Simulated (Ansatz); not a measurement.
# C3H8BN: the cost of one run

Program: Ansatz 0.2.0, Gaussian basis. Level of theory: the settings change from run to run. These are calculated values, not measurements.

**1. The geometry**

The geometry comes from an earlier relaxation with PBE0-D4 in a triple-zeta def2 set; it is a stationary point, not always the lowest conformer.

SMILES `BNCC=C`, 13 atoms, charge 0, spin multiplicity 1.

Atoms are counted from 1 here; the program's logs count them from 0.

Bond lengths: B1–N2 1.384 Å, B1–H6 1.197 Å, B1–H7 1.198 Å, N2–C3 1.450 Å, N2–H8 1.009 Å, C3–C4 1.495 Å, C3–H9 1.094 Å, C3–H10 1.096 Å, C4–C5 1.325 Å, C4–H11 1.088 Å, C5–H12 1.086 Å, C5–H13 1.084 Å. Angles: N2–B1–H6 118.8°, N2–B1–H7 118.8°, H6–B1–H7 122.3°, B1–N2–C3 127.0°, B1–N2–H8 119.7°, C3–N2–H8 113.2°, N2–C3–C4 112.1°, N2–C3–H9 107.0°, N2–C3–H10 110.6°, C4–C3–H9 110.2°, C4–C3–H10 109.5°, H9–C3–H10 107.4°, C3–C4–C5 124.2°, C3–C4–H11 115.7°, C5–C4–H11 120.1°, C4–C5–H12 121.3°, C4–C5–H13 121.8°, H12–C5–H13 117.0°.

**2. rPW86-PBE/aug-cc-pVTZ**

Options: charge -1, multiplicity 2.

in.yaml

```yaml
crystal:
  periodic: [false, false, false]
  atoms:
    - {symbol: B, position_ang: [-0.599912, 1.526968, 1.749531]}
    - {symbol: N, position_ang: [-0.715082, 0.463957, 0.870923]}
    - {symbol: C, position_ang: [-0.165351, 0.374673, -0.467584]}
    - {symbol: C, position_ang: [0.814209, -0.747309, -0.599022]}
    - {symbol: C, position_ang: [0.692261, -1.746337, -1.460637]}
    - {symbol: H, position_ang: [-1.101875, 1.438040, 2.832315]}
    - {symbol: H, position_ang: [-0.002149, 2.504634, 1.398599]}
    - {symbol: H, position_ang: [-1.201453, -0.372564, 1.157957]}
    - {symbol: H, position_ang: [0.325050, 1.329635, -0.677049]}
    - {symbol: H, position_ang: [-0.965848, 0.248744, -1.205569]}
    - {symbol: H, position_ang: [1.662407, -0.714180, 0.081623]}
    - {symbol: H, position_ang: [-0.150958, -1.802393, -2.142809]}
    - {symbol: H, position_ang: [1.429002, -2.538568, -1.523479]}
basis:
  gaussian: {orbitals: aug-cc-pVTZ}
total_charge: -1
magnetization: {spin_polarized: true, initial_magnetization: 1}
hamiltonian: {xc: {name: rPW86-PBE}}
```

On the command line:

```sh
> ansatz run in.yaml --threads 4 --pin off --events-out ev --progress --plain --max-ram 10444MiB
```

What time and memory should one allow on 4 threads of Arm Neoverse V1, shared host?

About 4.3 min, with a peak of 3.3 GiB.
